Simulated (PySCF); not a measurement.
# C6H4O2S− (doublet): open-shell or spin-flip excitations

What do calculations give for the open-shell or spin-flip excitations of C6H4O2S− (doublet) (`[O]c1ccc([O-])cc1S`)?

Programs: PySCF 2.14.0, with routines of our own; each step states its level. All values are computed. Atoms count from 0.

## Step 1: The system as given

13 atoms, charge -1, multiplicity 2; geometry from: GFN2-xTB.

## Step 2: Open-shell or spin-flip excitations: unrestricted TDA PBE0/def2-SVPD in toluene

What the job is given:

```
{"job": {"kind": "uabs", "xc": "PBE0", "basis": "def2-SVPD", "nstates": 10, "tda": true, "solvent": "toluene", "pol": false}, "charge": -1, "multiplicity": 2}
O      1.347469     1.816283    -0.911506
C      0.561919     0.940843    -0.447396
C     -0.850953     0.954361    -0.621648
C     -1.655945    -0.011753    -0.100489
C     -1.149103    -1.124286     0.664546
O     -1.900324    -2.007790     1.139050
C      0.278707    -1.145142     0.844663
C      1.073743    -0.176733     0.322021
S      2.828155    -0.119101     0.491382
H     -1.266899     1.776280    -1.192278
H     -2.727772     0.030099    -0.251179
H      0.703672    -1.961330     1.412907
H      2.752943     1.028755    -0.246392
```

With the program's defaults for keys left out, this is: unrestricted TDA PBE0/def2-SVPD, vertical, IEF-PCM toluene (non-equilibrium linear response), core orbitals frozen in the response.

On the command line:

```sh
> OMP_NUM_THREADS=1 python excited_run.py task.json out
```

The driver reads the jobs from task.json and runs them one after another.

The program printed:

```text
coarse grid: 12792 points
cycle   1  E = -778.5184830490  dE =  1.620e+00  |g| = 7.159e-01  |ddm| = 6.813e+00
cycle   2  E = -777.8268392216  dE =  6.916e-01  |g| = 1.484e+00  |ddm| = 3.444e+00
cycle   3  E = -778.7273686866  dE = -9.005e-01  |g| = 1.411e-01  |ddm| = 2.843e+00
cycle   4  E = -778.7363326219  dE = -8.964e-03  |g| = 6.652e-02  |ddm| = 4.586e-01
cycle   5  E = -778.7385393691  dE = -2.207e-03  |g| = 2.365e-02  |ddm| = 1.680e-01
cycle   6  E = -778.7388087661  dE = -2.694e-04  |g| = 1.091e-02  |ddm| = 5.584e-02
cycle   7  E = -778.7388848552  dE = -7.609e-05  |g| = 5.297e-03  |ddm| = 3.074e-02
cycle   8  E = -778.7389212748  dE = -3.642e-05  |g| = 2.386e-03  |ddm| = 2.058e-02
cycle   9  E = -778.7389278958  dE = -6.621e-06  |g| = 1.268e-03  |ddm| = 1.047e-02
final grid: 122904 points
cycle  10  E = -778.8398937115  dE = -1.604e-05  |g| = 9.248e-03  |ddm| = 1.369e-01
cycle  11  E = -778.8397938565  dE =  9.985e-05  |g| = 1.811e-02  |ddm| = 4.227e-02
cycle  12  E = -778.8399302442  dE = -1.364e-04  |g| = 1.154e-03  |ddm| = 2.812e-02
cycle  13  E = -778.8399309649  dE = -7.207e-07  |g| = 2.820e-04  |ddm| = 3.222e-03
cycle  14  E = -778.8399310486  dE = -8.370e-08  |g| = 1.614e-04  |ddm| = 1.070e-03
cycle  15  E = -778.8399310851  dE = -3.654e-08  |g| = 1.053e-04  |ddm| = 6.260e-04
cycle  16  E = -778.8399311038  dE = -1.869e-08  |g| = 5.603e-05  |ddm| = 5.307e-04
cycle  17  E = -778.8399311076  dE = -3.823e-09  |g| = 2.776e-05  |ddm| = 2.889e-04
cycle  18  E = -778.8399311085  dE = -8.436e-10  |g| = 1.285e-05  |ddm| = 1.133e-04
converged SCF energy = -778.8399311085

<S^2> of the reference = 0.7630 (exact 0.7500)

Excitations
state   eV       nm        f      <S^2>   main configurations
  1   2.2897    541.5   0.00000   0.809   H-1b->Lb 0.96
  2   2.5152    492.9   0.03040   0.825   Hb->Lb 0.94
  3   2.8907    428.9   0.00000   0.795   H-2b->Lb 0.96
  4   3.2874    377.1   0.06454   0.829   H-3b->Lb 0.61, Ha->La 0.21, Ha->L+3a 0.12
  5   3.4683    357.5   0.12418   0.787   Ha->La 0.76, H-3b->Lb 0.16
  6   4.2028    295.0   0.03889   2.047   H-1a->La 0.38, Ha->L+3a 0.29, Hb->L+1b 0.18
  7   4.2893    289.1   0.00005   0.850   Ha->L+1a 0.71, Ha->L+2a 0.25
  8   4.4371    279.4   0.00549   0.808   Ha->L+2a 0.71, Ha->L+1a 0.23
  9   4.6052    269.2   0.02113   1.090   H-4b->Lb 0.72
 10   4.8574    255.2   0.24656   1.192   Ha->L+3a 0.40, Hb->L+1b 0.22, H-4b->Lb 0.17, H-3b->Lb 0.10
```

Run time: 2 min. Hardware: 1 thread of Arm Neoverse N1, shared host; peak memory 0.82 GiB.

Key values:

```
quantity  value
    ⟨S²⟩  0.763
```

Löwdin spin populations:

O0 0.23; C1 0.13; C2 0.05; C3 0.12; C4 0.08; O5 0.26; C6 0.05; C7 0.06; S8 0.01; H9 0.00; H10 0.01; H11 0.00; H12 0.00

With diffuse functions Löwdin's scheme smears the spin, so small populations can have the wrong sign.

## Step 3: Open-shell or spin-flip excitations: unrestricted TDA PBE0/def2-SVPD

Settings changed since step 2:

```diff
@@ -1,2 +1,2 @@
-{"job": {"kind": "uabs", "xc": "PBE0", "basis": "def2-SVPD", "nstates": 10, "tda": true, "solvent": "toluene", "pol": false}, "charge": -1, "multiplicity": 2}
+{"job": {"kind": "uabs", "xc": "PBE0", "basis": "def2-SVPD", "nstates": 10, "tda": true}, "charge": -1, "multiplicity": 2}
 O      1.347469     1.816283    -0.911506
```

Method: unrestricted TDA PBE0/def2-SVPD, vertical, gas phase, core orbitals frozen in the response.

The program printed:

```text
coarse grid: 12792 points
cycle   1  E = -778.4620729117  dE =  1.676e+00  |g| = 7.247e-01  |ddm| = 6.806e+00
cycle   2  E = -777.5927303472  dE =  8.693e-01  |g| = 1.606e+00  |ddm| = 5.514e+00
cycle   3  E = -778.6772880930  dE = -1.085e+00  |g| = 1.651e-01  |ddm| = 5.193e+00
cycle   4  E = -778.6875563078  dE = -1.027e-02  |g| = 1.021e-01  |ddm| = 5.694e-01
cycle   5  E = -778.6916975309  dE = -4.141e-03  |g| = 4.882e-02  |ddm| = 2.448e-01
cycle   6  E = -778.6928055995  dE = -1.108e-03  |g| = 1.398e-02  |ddm| = 1.079e-01
cycle   7  E = -778.6929371643  dE = -1.316e-04  |g| = 6.610e-03  |ddm| = 4.310e-02
cycle   8  E = -778.6929906505  dE = -5.349e-05  |g| = 3.088e-03  |ddm| = 2.544e-02
cycle   9  E = -778.6930024283  dE = -1.178e-05  |g| = 1.685e-03  |ddm| = 1.387e-02
cycle  10  E = -778.6930052226  dE = -2.794e-06  |g| = 5.261e-04  |ddm| = 6.349e-03
final grid: 122904 points
cycle  11  E = -778.7939962548  dE = -1.678e-05  |g| = 9.114e-03  |ddm| = 1.411e-01
cycle  12  E = -778.7938914365  dE =  1.048e-04  |g| = 1.833e-02  |ddm| = 4.384e-02
cycle  13  E = -778.7940310433  dE = -1.396e-04  |g| = 1.285e-03  |ddm| = 3.006e-02
cycle  14  E = -778.7940319133  dE = -8.700e-07  |g| = 2.609e-04  |ddm| = 3.896e-03
cycle  15  E = -778.7940319704  dE = -5.705e-08  |g| = 1.006e-04  |ddm| = 1.011e-03
cycle  16  E = -778.7940319865  dE = -1.610e-08  |g| = 9.381e-05  |ddm| = 4.506e-04
cycle  17  E = -778.7940319951  dE = -8.633e-09  |g| = 4.716e-05  |ddm| = 3.851e-04
cycle  18  E = -778.7940319988  dE = -3.695e-09  |g| = 2.811e-05  |ddm| = 2.368e-04
cycle  19  E = -778.7940319996  dE = -8.497e-10  |g| = 1.161e-05  |ddm| = 1.330e-04
converged SCF energy = -778.7940319996

Static polarisability (au): isotropic 117.943, principal 65.401 119.517 168.911

<S^2> of the reference = 0.7639 (exact 0.7500)

Excitations
state   eV       nm        f      <S^2>   main configurations
  1   2.2177    559.1   0.00000   0.812   H-1b->Lb 0.96
  2   2.6049    476.0   0.02336   0.832   Hb->Lb 0.92
  3   2.8921    428.7   0.00000   0.798   H-2b->Lb 0.96
  4   3.2977    376.0   0.04389   0.817   H-3b->Lb 0.46, Ha->La 0.38, Ha->L+4a 0.11
  5   3.4688    357.4   0.08894   0.794   Ha->La 0.58, H-3b->Lb 0.28, Ha->L+4a 0.09
  6   3.9306    315.4   0.00032   0.831   Ha->L+1a 0.86, Ha->L+2a 0.10
  7   4.1238    300.7   0.00429   0.798   Ha->L+2a 0.84, Ha->L+1a 0.09
  8   4.2092    294.6   0.02183   2.185   H-1a->La 0.42, Ha->L+4a 0.22, Hb->L+2b 0.20
  9   4.4845    276.5   0.00007   0.793   Ha->L+3a 0.88
 10   4.6605    266.0   0.01877   1.071   H-4b->Lb 0.71
```

Run time: 2.4 min. Hardware: 1 thread of Arm Neoverse N1, shared host; peak memory 0.82 GiB.

In short:

```
quantity  value
    ⟨S²⟩  0.764
```

## Step 4: Open-shell or spin-flip excitations: unrestricted TDDFT PBE0/ANO-RCC-VDZP

Settings changed since step 3:

```diff
@@ -1,2 +1,2 @@
-{"job": {"kind": "uabs", "xc": "PBE0", "basis": "def2-SVPD", "nstates": 10, "tda": true}, "charge": -1, "multiplicity": 2}
+{"job": {"kind": "uabs", "xc": "PBE0", "basis": "ANO-RCC-VDZP", "nstates": 6, "tda": false}, "charge": -1, "multiplicity": 2}
 O      1.347469     1.816283    -0.911506
```

Method: unrestricted TDDFT PBE0/ANO-RCC-VDZP, vertical, gas phase, core orbitals frozen in the response.

The program printed:

```text
coarse grid: 12792 points
cycle   1  E = -778.7853887076  dE =  1.791e+00  |g| = 7.320e-01  |ddm| = 3.899e+00
cycle   2  E = -777.9219311828  dE =  8.635e-01  |g| = 1.605e+00  |ddm| = 2.656e+00
cycle   3  E = -779.0127805072  dE = -1.091e+00  |g| = 1.641e-01  |ddm| = 2.104e+00
cycle   4  E = -779.0241777451  dE = -1.140e-02  |g| = 9.071e-02  |ddm| = 2.843e-01
cycle   5  E = -779.0275840642  dE = -3.406e-03  |g| = 4.316e-02  |ddm| = 1.257e-01
cycle   6  E = -779.0284629373  dE = -8.789e-04  |g| = 1.454e-02  |ddm| = 5.980e-02
cycle   7  E = -779.0285984129  dE = -1.355e-04  |g| = 6.484e-03  |ddm| = 2.343e-02
cycle   8  E = -779.0286517300  dE = -5.332e-05  |g| = 3.071e-03  |ddm| = 2.030e-02
cycle   9  E = -779.0286631016  dE = -1.137e-05  |g| = 1.660e-03  |ddm| = 1.020e-02
cycle  10  E = -779.0286658536  dE = -2.752e-06  |g| = 4.779e-04  |ddm| = 4.266e-03
final grid: 122904 points
cycle  11  E = -779.0200877212  dE = -1.324e-05  |g| = 8.952e-03  |ddm| = 2.668e-02
cycle  12  E = -779.0199838090  dE =  1.039e-04  |g| = 1.803e-02  |ddm| = 2.370e-02
cycle  13  E = -779.0201224855  dE = -1.387e-04  |g| = 1.260e-03  |ddm| = 1.645e-02
cycle  14  E = -779.0201233582  dE = -8.727e-07  |g| = 2.472e-04  |ddm| = 1.894e-03
cycle  15  E = -779.0201234105  dE = -5.225e-08  |g| = 8.945e-05  |ddm| = 4.529e-04
cycle  16  E = -779.0201234259  dE = -1.541e-08  |g| = 6.967e-05  |ddm| = 3.162e-04
cycle  17  E = -779.0201234331  dE = -7.243e-09  |g| = 3.755e-05  |ddm| = 2.310e-04
cycle  18  E = -779.0201234355  dE = -2.344e-09  |g| = 2.613e-05  |ddm| = 1.663e-04
cycle  19  E = -779.0201234361  dE = -6.262e-10  |g| = 1.126e-05  |ddm| = 7.939e-05
converged SCF energy = -779.0201234361

Static polarisability (au): isotropic 102.683, principal 45.332 107.924 154.794

<S^2> of the reference = 0.7637 (exact 0.7500)

Excitations
state   eV       nm        f      <S^2>   main configurations
  1   2.1953    564.8   0.00000   0.814   H-1b->Lb 0.96
  2   2.5356    489.0   0.02043   0.856   Hb->Lb 0.93
  3   2.8789    430.7   0.00000   0.798   H-2b->Lb 0.96
  4   3.2021    387.2   0.04938   0.860   H-3b->Lb 0.72, Ha->L+4a 0.11, Ha->La 0.10
  5   3.4470    359.7   0.06727   0.791   Ha->La 0.87, H-3b->Lb 0.08
  6   3.8094    325.5   0.00041   0.787   Ha->L+1a 0.98
```

It took 99 s on 1 thread of Arm Neoverse N1, shared host; peak memory 0.64 GiB.

Key values:

```
quantity  value
    ⟨S²⟩  0.764
```

## Step 5: Results

| quantity | value |
| --- | --- |
| lowest and brightest state of nearly pure spin, of 10 (step 2, unrestricted TDA PBE0/def2-SVPD in toluene) | 2.29 eV; 3.47 eV, f = 0.124 |
| lowest and brightest state of nearly pure spin, of 10 (step 3, unrestricted TDA PBE0/def2-SVPD) | 2.22 eV; 3.47 eV, f = 0.089 |
| lowest and brightest state of nearly pure spin, of 6 (step 4, unrestricted TDDFT PBE0/ANO-RCC-VDZP) | 2.20 eV; 3.45 eV, f = 0.067 |

States whose ⟨S²⟩ lies well above the reference's are mixtures of spin states, an artefact of the unrestricted response, and are left out of the summary. For an anion in the gas phase, states above the energy of detachment are held by the basis alone, so excitations and responses hang on it. The lowest state of nearly pure spin runs from 2.20 to 2.29 eV over the runs.
